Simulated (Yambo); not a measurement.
# PbO2 (Fm-3m) in Yambo: further runs

The runs below take PbO2 through optical spectrum, with PBEsol.

All numbers are computed with Yambo 5.3.0; they aren't measurements. Logs are shortened: lines on timing, memory, paths and dates and some standing lists are left out, and cuts for length are marked.

### 1 The structure

It takes space group Fm-3m (No. 225, cubic). The conventional cell has a = 5.404 Å, b = 5.404 Å, c = 5.404 Å, α = 90.00°, β = 90.00°, γ = 90.00°. Around Pb (site symmetry m-3m) lie 8 O at 2.34 Å. O (site symmetry -43m) is surrounded by 4 Pb at 2.34 Å.

The cell comes from a database or a generator and needn't be the stable form of this composition.

### 2 Optical spectrum, PBEsol

The input, optics0.in:

```
optics
chi
Chimod= "IP"
% BndsRnXd
 1 | 38 |
%
% LongDrXd
 0 | 0 | 1 |
%
% QpntsRXd
 1 | 1 |
%
% EnRngeXd
 0 | 15 | eV
%
% DmRngeXd
 0.1 | 0.1 | eV
%
ETStpsXd= 150
```

The input, scf.in:

```
&CONTROL
  calculation = 'scf'
  prefix = 'pwscf'
  outdir = './tmp'
  pseudo_dir = './pseudo'
/
&SYSTEM
  ibrav = 0
  nat = 3
  ntyp = 2
  ecutwfc = 84
  nbnd = 20
  occupations = 'smearing'
  smearing = 'fd'
  degauss = 0.00367493
  force_symmorphic = .true.
/
&ELECTRONS
  conv_thr = 6d-10
  electron_maxstep = 120
  mixing_beta = 0.5
/
ATOMIC_SPECIES
Pb   207.2000 Pb.upf
O     15.9990 O.upf
CELL_PARAMETERS angstrom
   0.0000000000    2.7019920000    2.7019920000
   2.7019920000    0.0000000000    2.7019920000
   2.7019920000    2.7019920000    0.0000000000
ATOMIC_POSITIONS crystal
Pb     0.0000000000    0.0000000000    0.0000000000
O      0.7500000000    0.7500000000    0.7500000000
O      0.2500000000    0.2500000000    0.2500000000
K_POINTS automatic
16 16 16 0 0 0
```

The input, nscf.in:

```
&CONTROL
  calculation = 'nscf'
  prefix = 'pwscf'
  outdir = './tmp'
  pseudo_dir = './pseudo'
/
&SYSTEM
  ibrav = 0
  nat = 3
  ntyp = 2
  ecutwfc = 84
  nbnd = 38
  occupations = 'smearing'
  smearing = 'fd'
  degauss = 0.00367493
  force_symmorphic = .true.
/
&ELECTRONS
  conv_thr = 1d-08
  diago_full_acc = .true.
  diago_thr_init = 1d-06
/
ATOMIC_SPECIES
Pb   207.2000 Pb.upf
O     15.9990 O.upf
CELL_PARAMETERS angstrom
   0.0000000000    2.7019920000    2.7019920000
   2.7019920000    0.0000000000    2.7019920000
   2.7019920000    2.7019920000    0.0000000000
ATOMIC_POSITIONS crystal
Pb     0.0000000000    0.0000000000    0.0000000000
O      0.7500000000    0.7500000000    0.7500000000
O      0.2500000000    0.2500000000    0.2500000000
K_POINTS automatic
16 16 16 0 0 0
```

Potentials or basis: PseudoDojo 0.4.1 SR PBEsol standard.

Command:

```
> OMP_NUM_THREADS=1 pw.x -in scf.in > scf.out
> OMP_NUM_THREADS=1 pw.x -in nscf.in > nscf.out
> cd tmp/pwscf.save; p2y; mv SAVE ../..; cd ../..
> OMP_NUM_THREADS=1 yambo
> OMP_NUM_THREADS=1 yambo -F optics0.in -J optics0 -C optics0_out
```

Yambo's report:

```text
[... sections 02.01 to 02.04 as in the set-up run ...]

  [02.05] Energies & Occupations
  ==============================

  [X] === General ===
  [X] Electronic Temperature                        :  0.258606E-1   300.100    [eV K]
  [X] Bosonic    Temperature                        :  0.258606E-1   300.100    [eV K]
  [X] Finite Temperature mode                       : yes
  [X] El. density                                   :  0.65901E+24 [cm-3]
  [X] Fermi Level                                   :  9.834080 [eV]

  [X] === Gaps and Widths ===
  [X] Conduction Band Min                           :  9.834080 [eV]
  [X] Valence Band Max                              :  9.834080 [eV]
  [X] Filled Bands                                  :  11
  [X] Metallic Bands                                :  12  14
  [X] Empty Bands                                   :   15   38

  [X] === Metallic Characters ===
  [X] N of el / N of met el                         :  26.00000   4.04882
  [X] Average metallic occ.                         :  0.337402

  [WARNING] [X] Metallic system

 [03] Transferred momenta grid and indexing
 ==========================================

 IBZ Q-points                                      :  145
 BZ  Q-points                                      :   4096

 K/Q-points units:
 rlu = crystal or reduced units; cc = cartesian coordinates; iku = interal k-units

 Q [  1]        [rlu]:  0.000000  0.000000  0.000000
 Q [  2]        [rlu]:  0.24196E-18  0.24196E-18  0.62500E-01
 Q [  3]        [rlu]:  0.48392E-18  0.48392E-18  0.12500
 Q [  4]        [rlu]:  0.28703E-18  0.28703E-18  0.18750
 Q [  5]        [rlu]:  0.96784E-18  0.96784E-18  0.25000
 Q [  6]        [rlu]:  0.68487E-17  0.68487E-17  0.31250
[... 42 lines left out ...]
 Q [ 49]        [rlu]:  0.61503E-17  0.25000      0.25000
 Q [ 50]        [rlu]:  0.71809E-17  0.25000      0.31250

 Remaining 95 points informations can be written running with -fatlog

 [04] Dipoles
 ============

  [04.01] Setup: observables and procedures
  =========================================

  [WF-Oscillators/G space/Transverse up loader] Normalization (few states)  min/max  :  0.35017E-17   1.0000

  [WR./optics0//ndb.dipoles]------------------------------------------------------
   Brillouin Zone Q/K grids (IBZ/BZ)                :    145   4096    145   4096
   RL vectors                                       :   4477 [WF]
   Fragmentation                                    : yes
   Electronic Temperature                           :  300.1000 [K]
   Bosonic    Temperature                           :  300.1000 [K]
   DIP band range                                   :    1   38
   DIP band range limits                            :  14  12
   DIP e/h energy range                             : -1.000000 -1.000000 [eV]
   RL vectors in the sum                            :   4477
   [r,Vnl] included                                 : yes
   Bands ordered                                    : yes
   Direct v evaluation                              : no
   Approach used                                    : G-space v
   Dipoles computed                                 : R V P [G-space]
   Wavefunctions                                    : Perdew, Burke & Ernzerhof SOL(X)+Perdew, Burke & Ernzerhof SOL(C)

  [WARNING] [r,Vnl^pseudo] included in position and velocity dipoles.

  [WARNING] In case H contains other non local terms, these are neglected

 [05] Optics
 ===========

 [X-CG] R(p) Tot o/o(of R):    36733  1411165      100

 [WARNING] The system is a metal but Drude term not included.
```

r_setup:

```text
[02] CORE Variables Setup
 =========================

  [02.01] Unit cells
  ==================

  Cell kind             :  FCC
  Atoms in the cell     :  Pb  O
  number of Pb atoms    :  1
  number of O  atoms    :  2

[... 714 lines left out ...]
  [03.01] X indexes
  =================

   [03.01.01] Sigma indexes
   ========================

   [WR./SAVE//ndb.kindx]-----------------------------------------------------------
    Fragmentation                                    : no
    Polarization last K ( bz)                        :   4096
    Polarization last K (ibz)                        :  145
    QP states                                        :    1  145
    X grid is uniform                                : yes
    Grids (string)                                   :  X S
    Grids (int-vector)                               :  1  0  0  1
```

o-optics0.eps_q1_ip:

```text
# Absorption @ Q(1):   0.00000000      0.00000000      1.00000000    [q->0 direction]
#
# [ X ] Hartree size                              :  1
# [GEN] GF Energies                               : Perdew, Burke & Ernzerhof SOL(X)+Perdew, Burke & Ernzerhof SOL(C)
# [GEN] Green`s Function                          : Retarded
#
# [GEN] Gauge                                     : Length
# [GEN] [r,Vnl] included                          : yes
#
#    E[1] [eV]          Im(eps)            Re(eps)
#
        0.000000          -0.21761E-16        11.38992
        0.100671           0.598596           10.81481
        0.201342           0.732666           10.70424
        0.302013           1.075122           10.43074
        0.402685           0.801986           10.04649
        0.503356           0.535021           10.31780
[... 142 lines left out ...]
        14.89933           0.855114           0.775871
        15.00000           0.788485           0.808256
#
```

It took 5.8 min on 1 thread of Arm Neoverse V1, shared host; peak memory 0.41 GiB.

Results:

| Item | Value |
| --- | --- |
| Band gap on the k mesh, mean-field level | none (metal or under the smearing width) |

Dielectric function (along the field direction of the input):
```tsv
energy (eV)	real part	imaginary part
0.30	10.43	1.08
0.60	10.70	0.52
1.01	13.69	2.84
1.41	10.70	5.91
1.71	8.30	7.42
2.11	4.79	6.63
2.52	3.12	5.25
2.92	3.72	2.74
3.22	4.26	2.24
3.62	5.28	2.24
4.03	6.08	2.77
4.43	6.90	3.84
4.73	6.91	5.21
5.13	5.48	5.93
5.54	4.58	6.26
5.94	3.31	7.72
6.24	1.26	7.33
6.64	0.29	5.04
7.05	-0.11	3.81
7.45	0.68	3.35
7.75	1.26	3.04
8.15	1.48	2.68
8.56	2.58	2.29
8.96	2.74	3.47
9.26	2.65	4.18
9.66	2.24	5.08
10.07	0.63	6.69
10.47	-1.56	4.99
10.77	-3.00	3.31
11.17	-1.37	1.89
11.58	-0.49	1.34
11.98	-0.30	1.35
12.28	-0.15	1.31
12.68	0.21	1.22
13.09	0.27	1.17
13.49	0.47	1.17
13.79	0.73	1.18
14.19	0.65	1.11
14.60	0.61	0.95
15.00	0.81	0.79
```

Caveat: the intraband (Drude) term of the metal is left out; the ground state has no gap, which makes the many-body step unreliable; independent-particle spectra lack excitons.

### 3 Optical spectrum, PBEsol

The input, optics1.in:

```
optics
chi
Chimod= "HARTREE"
% BndsRnXd
 1 | 38 |
%
NGsBlkXd= 3 Ry
% LongDrXd
 0 | 0 | 1 |
%
% QpntsRXd
 1 | 1 |
%
% EnRngeXd
 0 | 20 | eV
%
% DmRngeXd
 0.2 | 0.2 | eV
%
ETStpsXd= 150
```

scf.in is that of step 2.

nscf.in is that of step 2.

Potentials or basis: PseudoDojo 0.4.1 SR PBEsol standard.

Command:

```
> OMP_NUM_THREADS=1 pw.x -in scf.in > scf.out
> OMP_NUM_THREADS=1 pw.x -in nscf.in > nscf.out
> cd tmp/pwscf.save; p2y; mv SAVE ../..; cd ../..
> OMP_NUM_THREADS=1 yambo
> OMP_NUM_THREADS=1 yambo -F optics1.in -J optics1 -C optics1_out
```

Yambo's report:

```text
[... sections 02.01 to 02.04 as in the set-up run ...]

  [02.05] Energies & Occupations
  ==============================

  [X] === General ===
  [X] Electronic Temperature                        :  0.258606E-1   300.100    [eV K]
  [X] Bosonic    Temperature                        :  0.258606E-1   300.100    [eV K]
  [X] Finite Temperature mode                       : yes
  [X] El. density                                   :  0.65901E+24 [cm-3]
  [X] Fermi Level                                   :  9.834080 [eV]

  [X] === Gaps and Widths ===
  [X] Conduction Band Min                           :  9.834080 [eV]
  [X] Valence Band Max                              :  9.834080 [eV]
  [X] Filled Bands                                  :  11
  [X] Metallic Bands                                :  12  14
  [X] Empty Bands                                   :   15   38

  [X] === Metallic Characters ===
  [X] N of el / N of met el                         :  26.00000   4.04882
  [X] Average metallic occ.                         :  0.337402

  [WARNING] [X] Metallic system

 [03] Transferred momenta grid and indexing
 ==========================================

 IBZ Q-points                                      :  145
 BZ  Q-points                                      :   4096

 K/Q-points units:
 rlu = crystal or reduced units; cc = cartesian coordinates; iku = interal k-units

 Q [  1]        [rlu]:  0.000000  0.000000  0.000000
 Q [  2]        [rlu]:  0.24196E-18  0.24196E-18  0.62500E-01
 Q [  3]        [rlu]:  0.48392E-18  0.48392E-18  0.12500
 Q [  4]        [rlu]:  0.28703E-18  0.28703E-18  0.18750
 Q [  5]        [rlu]:  0.96784E-18  0.96784E-18  0.25000
 Q [  6]        [rlu]:  0.68487E-17  0.68487E-17  0.31250
[... 42 lines left out ...]
 Q [ 49]        [rlu]:  0.61503E-17  0.25000      0.25000
 Q [ 50]        [rlu]:  0.71809E-17  0.25000      0.31250

 Remaining 95 points informations can be written running with -fatlog

 [04] Dipoles
 ============

  [04.01] Setup: observables and procedures
  =========================================

  [WF-Oscillators/G space/Transverse up loader] Normalization (few states)  min/max  :  0.35017E-17   1.0000

  [WR./optics1//ndb.dipoles]------------------------------------------------------
   Brillouin Zone Q/K grids (IBZ/BZ)                :    145   4096    145   4096
   RL vectors                                       :   4477 [WF]
   Fragmentation                                    : yes
   Electronic Temperature                           :  300.1000 [K]
   Bosonic    Temperature                           :  300.1000 [K]
   DIP band range                                   :    1   38
   DIP band range limits                            :  14  12
   DIP e/h energy range                             : -1.000000 -1.000000 [eV]
   RL vectors in the sum                            :   4477
   [r,Vnl] included                                 : yes
   Bands ordered                                    : yes
   Direct v evaluation                              : no
   Approach used                                    : G-space v
   Dipoles computed                                 : R V P [G-space]
   Wavefunctions                                    : Perdew, Burke & Ernzerhof SOL(X)+Perdew, Burke & Ernzerhof SOL(C)

  [WARNING] [r,Vnl^pseudo] included in position and velocity dipoles.

  [WARNING] In case H contains other non local terms, these are neglected

 [05] Optics
 ===========

 [X-CG] R(p) Tot o/o(of R):    36733  1411165      100

 [WARNING] The system is a metal but Drude term not included.
```

It took 6.2 min on 1 thread of Arm Neoverse V1, shared host; peak memory 1.6 GiB.

Results:

```
Band gap on the k mesh, mean-field level : none (metal or under the smearing width)
```

Dielectric function (along the field direction of the input):
| energy (eV) | real part | imaginary part |
| --- | --- | --- |
| 0.27 | 10.19 | 0.74 |
| 0.67 | 10.66 | 1.02 |
| 1.21 | 10.88 | 5.28 |
| 1.74 | 7.49 | 7.10 |
| 2.28 | 4.17 | 5.90 |
| 2.68 | 2.99 | 4.00 |
| 3.22 | 3.97 | 2.46 |
| 3.76 | 5.07 | 2.35 |
| 4.30 | 5.93 | 3.08 |
| 4.70 | 6.09 | 4.31 |
| 5.23 | 5.08 | 5.47 |
| 5.77 | 4.35 | 6.47 |
| 6.31 | 1.39 | 6.83 |
| 6.85 | 0.18 | 4.95 |
| 7.25 | 0.47 | 3.60 |
| 7.79 | 0.91 | 3.09 |
| 8.32 | 1.27 | 2.59 |
| 8.86 | 2.11 | 3.04 |
| 9.26 | 2.10 | 3.64 |
| 9.80 | 1.70 | 4.65 |
| 10.34 | -0.62 | 5.05 |
| 10.87 | -2.03 | 2.81 |
| 11.28 | -1.24 | 1.81 |
| 11.81 | -0.51 | 1.37 |
| 12.35 | -0.19 | 1.15 |
| 12.89 | 0.10 | 1.07 |
| 13.42 | 0.31 | 0.96 |
| 13.83 | 0.47 | 0.93 |
| 14.36 | 0.50 | 0.91 |
| 14.90 | 0.70 | 0.66 |
| 15.44 | 1.10 | 0.62 |
| 15.84 | 1.45 | 0.79 |
| 16.38 | 1.44 | 1.62 |
| 16.91 | 0.91 | 1.37 |
| 17.45 | 1.03 | 1.47 |
| 17.85 | 0.87 | 1.54 |
| 18.39 | 0.65 | 1.56 |
| 18.93 | 0.54 | 1.27 |
| 19.46 | 0.60 | 1.16 |
| 20.00 | 0.53 | 1.32 |

Caveat: the intraband (Drude) term of the metal is left out; the ground state has no gap, which makes the many-body step unreliable; these spectra lack excitons. Spin-orbit coupling is left out, which matters for the levels of Pb.

(Continued in part 2 of 2.)
